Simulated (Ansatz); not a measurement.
# C5H10O5Ti: basis-set convergence

The task here is to estimate one member of a computed series from the others.

Method: one geometry, several basis sets; program: Ansatz 0.2.0, Gaussian basis.

Plan: PBE0-D4/def2-SVP; ωB97M-V/def2-SVP; PBE0-D4/def2-QZVPP; ωB97M-V/def2-QZVPP; the functionals' def2-TZVPP values are taken from earlier runs.

### The relaxed structure

All runs share one geometry, relaxed beforehand with PBE0-D4 in a triple-zeta def2 set.

SMILES `CC1=CC(C)=[O+][Ti-]([OH])([OH])([OH])[O]1`, 21 atoms, charge 0, spin multiplicity 1.

Atoms are counted from 1 here; the program's logs count them from 0.

Bond lengths: C1–C2 1.496 Å, C1–H12 1.093 Å, C1–H13 1.092 Å, C1–H14 1.089 Å, C2–C3 1.402 Å, C2–O11 1.259 Å, C3–C4 1.385 Å, C3–H15 1.080 Å, C4–C5 1.493 Å, C4–O6 1.277 Å, C5–H16 1.092 Å, C5–H17 1.089 Å, C5–H18 1.093 Å, O6–Ti7 1.966 Å, Ti7–O8 1.828 Å, Ti7–O9 1.808 Å, Ti7–O10 1.806 Å, Ti7–O11 2.095 Å and more. Angles: C2–C1–H12 109.1°, C2–C1–H13 108.9°, C2–C1–H14 112.5°, H12–C1–H13 107.1°, H12–C1–H14 109.5°, H13–C1–H14 109.6°, C1–C2–C3 120.0°, C1–C2–O11 116.5°, C3–C2–O11 123.5°, C2–C3–C4 121.8°, C2–C3–H15 119.2°, C4–C3–H15 119.1°, C3–C4–C5 121.0°, C3–C4–O6 123.8°, C5–C4–O6 115.2°, C4–C5–H16 109.1°, C4–C5–H17 112.3°, C4–C5–H18 109.0° and more.

Geometry (Å):

```xyz
21
charge 0, multiplicity 1
C     0.62040   -2.57498   -1.35447
C     0.24235   -1.29998   -0.66841
C    -1.07497   -0.82535   -0.74601
C    -1.46855    0.33963   -0.10948
C    -2.88345    0.81233   -0.17618
O    -0.67928    1.07953    0.56829
Ti    1.25082    1.14284    0.93601
O     2.34655    0.21263    2.06535
O     1.04414    2.50472    2.10724
O     2.10525    1.89053   -0.46831
O     1.15621   -0.71235   -0.03266
H     0.99727   -3.28240   -0.61201
H     1.43809   -2.37281   -2.04997
H    -0.21372   -3.02319   -1.89161
H    -1.80697   -1.39229   -1.30218
H    -3.27865    0.90144    0.83841
H    -3.51538    0.14385   -0.75822
H    -2.90469    1.81243   -0.61553
H     2.62981   -0.65704    1.77206
H     1.43829    2.51854    2.98147
H     2.43210    2.79252   -0.43699
```

The first run:

in.yaml reads:

```yaml
crystal:
  periodic: [false, false, false]
  atoms:
    - {symbol: C, position_ang: [0.620396, -2.574981, -1.354469]}
    - {symbol: C, position_ang: [0.242348, -1.299983, -0.668408]}
    - {symbol: C, position_ang: [-1.074974, -0.825347, -0.746014]}
    - {symbol: C, position_ang: [-1.468554, 0.339631, -0.109483]}
    - {symbol: C, position_ang: [-2.883450, 0.812326, -0.176184]}
    - {symbol: O, position_ang: [-0.679280, 1.079526, 0.568287]}
    - {symbol: Ti, position_ang: [1.250815, 1.142841, 0.936013]}
    - {symbol: O, position_ang: [2.346554, 0.212632, 2.065350]}
    - {symbol: O, position_ang: [1.044141, 2.504723, 2.107240]}
    - {symbol: O, position_ang: [2.105250, 1.890527, -0.468308]}
    - {symbol: O, position_ang: [1.156211, -0.712347, -0.032661]}
    - {symbol: H, position_ang: [0.997268, -3.282399, -0.612005]}
    - {symbol: H, position_ang: [1.438087, -2.372812, -2.049968]}
    - {symbol: H, position_ang: [-0.213721, -3.023194, -1.891614]}
    - {symbol: H, position_ang: [-1.806971, -1.392292, -1.302181]}
    - {symbol: H, position_ang: [-3.278652, 0.901436, 0.838406]}
    - {symbol: H, position_ang: [-3.515376, 0.143851, -0.758221]}
    - {symbol: H, position_ang: [-2.904689, 1.812432, -0.615531]}
    - {symbol: H, position_ang: [2.629807, -0.657035, 1.772063]}
    - {symbol: H, position_ang: [1.438294, 2.518543, 2.981471]}
    - {symbol: H, position_ang: [2.432096, 2.792524, -0.436985]}
basis:
  gaussian: {orbitals: def2-SVP}
hamiltonian: {xc: pbe0, dispersion: d4}
output: {orbitals: {seedname: orbitals}}
```

Among the steps run: PBE0-D4 in def2-SVP; ωB97M-V in def2-SVP; PBE0-D4 in def2-QZVPP; ωB97M-V in def2-QZVPP.

One table of the session follows, with a row left open; its other results are not shown here.

It belongs to the step «Density functionals: the series». 

```
functional       basis  HOMO (eV)  LUMO (eV)
   PBE0-D4    def2-SVP      -7.06      -1.58
   PBE0-D4  def2-TZVPP      -7.20      -1.75
   PBE0-D4  def2-QZVPP      -7.23      -1.78
   ωB97M-V    def2-SVP      -9.15       0.54
   ωB97M-V  def2-TZVPP      -9.32       0.32
   ωB97M-V  def2-QZVPP          ?          ?
```

Estimate the missing values for ωB97M-V, def2-QZVPP.

As computed: HOMO (eV): -9.35; LUMO (eV): 0.27. In the column «HOMO (eV)» it is the lowest.
